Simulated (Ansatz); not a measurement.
# C2H4Cl2Si: how energies converge with the basis set

An exercise on one series of results from a longer session: the logs are not shown, and one member is left open.

Method: one geometry, several basis sets; program: Ansatz 0.2.0, Gaussian basis.

The runs, in order: PBE0-D4/def2-SVP; ωB97M-V/def2-SVP; PBE0-D4/def2-QZVPP; ωB97M-V/def2-QZVPP; the functionals' def2-TZVPP values are taken from earlier runs.

### The geometry

An earlier PBE0-D4 in a triple-zeta def2 set relaxation fixed the geometry.

SMILES `C=C[SiH](Cl)Cl`, 9 atoms, charge 0, spin multiplicity 1.

Atoms are counted from 1 here; the program's logs count them from 0.

Bond lengths: C1–C2 1.330 Å, C1–H6 1.087 Å, C1–H7 1.086 Å, C2–Si3 1.839 Å, C2–H8 1.088 Å, Si3–Cl4 2.047 Å, Si3–Cl5 2.047 Å, Si3–H9 1.477 Å. Angles: C2–C1–H6 121.8°, C2–C1–H7 122.2°, H6–C1–H7 116.1°, C1–C2–Si3 120.7°, C1–C2–H8 119.6°, Si3–C2–H8 119.7°, C2–Si3–Cl4 110.4°, C2–Si3–Cl5 110.4°, C2–Si3–H9 110.9°, Cl4–Si3–Cl5 107.9°, Cl4–Si3–H9 108.5°, Cl5–Si3–H9 108.5°.

Set-up of the first run:

The input, in.yaml:

```yaml
crystal:
  periodic: [false, false, false]
  atoms:
    - {symbol: C, position_ang: [-0.176596, 0.830729, 1.338077]}
    - {symbol: C, position_ang: [-0.554907, -0.120243, 0.488455]}
    - {symbol: Si, position_ang: [0.405329, -0.444377, -1.046548]}
    - {symbol: Cl, position_ang: [1.091281, -2.373045, -1.065877]}
    - {symbol: Cl, position_ang: [-0.776009, -0.179106, -2.697198]}
    - {symbol: H, position_ang: [0.703052, 1.442798, 1.157555]}
    - {symbol: H, position_ang: [-0.725833, 1.042212, 2.250846]}
    - {symbol: H, position_ang: [-1.441484, -0.711822, 0.704678]}
    - {symbol: H, position_ang: [1.563665, 0.466553, -1.147087]}
basis:
  gaussian: {orbitals: def2-SVP}
hamiltonian: {xc: pbe0, dispersion: d4}
output: {orbitals: {seedname: orbitals}}
```

Run with:

```
> ansatz run in.yaml --threads 4 --pin off --events-out ev --progress --plain --max-ram 10444MiB
```

Steps of the session up to this table: PBE0-D4 in def2-SVP; ωB97M-V in def2-SVP; PBE0-D4 in def2-QZVPP; ωB97M-V in def2-QZVPP.

One of the session's tables, all rows but one given; the rest of the session is left out.

It belongs to the step «Density functionals: the series». 

```
functional       basis  HOMO (eV)
   PBE0-D4    def2-SVP      -8.49
   PBE0-D4  def2-TZVPP      -8.54
   PBE0-D4  def2-QZVPP      -8.56
   ωB97M-V    def2-SVP     -10.69
   ωB97M-V  def2-TZVPP          ?
   ωB97M-V  def2-QZVPP     -10.80
```

**Question.** Estimate the row for ωB97M-V, def2-TZVPP.

The run gave: HOMO (eV): -10.77. In the column «HOMO (eV)» it lies between ωB97M-V, def2-QZVPP (-10.80) and ωB97M-V, def2-SVP (-10.69).
